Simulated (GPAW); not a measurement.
Crystal: NiMoIrPdW.

```xyz
5
Lattice="4.1467 0.0000 0.0000 -2.0734 3.5911 0.0000 0.0000 0.0000 5.4163" Properties=species:S:1:pos:R:3 pbc="T T T"
Ni    0.0000    0.0000    0.1203
Mo    2.0734    1.1970    2.4913
Pd    0.0000    2.3941    4.0406
Ir    0.0000    2.3941    1.3888
W     2.0734    1.1970    5.4155
```

The cell was built by a generator and needn't be a form met in nature.

Base run:

| Property | Result |
| --- | --- |
| Program | GPAW 26.7.0 |
| Functional | SCAN |
| Potentials or basis | GPAW PAW data sets (gpaw-data 1.2.1) |
| Cutoff | 600 eV |
| Basis | pw |
| k mesh | 5 × 5 × 4 |
| Occupations | fermi-dirac, width 0.05 eV |
| Spin | collinear spin, ferromagnetic start |
| Starting moments | [1.0, 1.0, 0.0, 0.6, 0.0] μB |

Its results: pressure -9.0 GPa; net moment 0.00 μB per cell; largest force 0.607 eV/Å.

Q: The run is repeated on the same cell with these changes: functional from SCAN to PBE. What comes out?

A: Pressure 0.3 GPa; net moment 0.00 μB per cell; largest force 0.112 eV/Å.

Caveats: the stock nickel data set gives pressures a few GPa off other programs; the PAW data sets were made with another functional, which shifts forces and pressure a little (some runs); with rounded positions the older calculator's symmetry can spoil forces and stress (some runs).
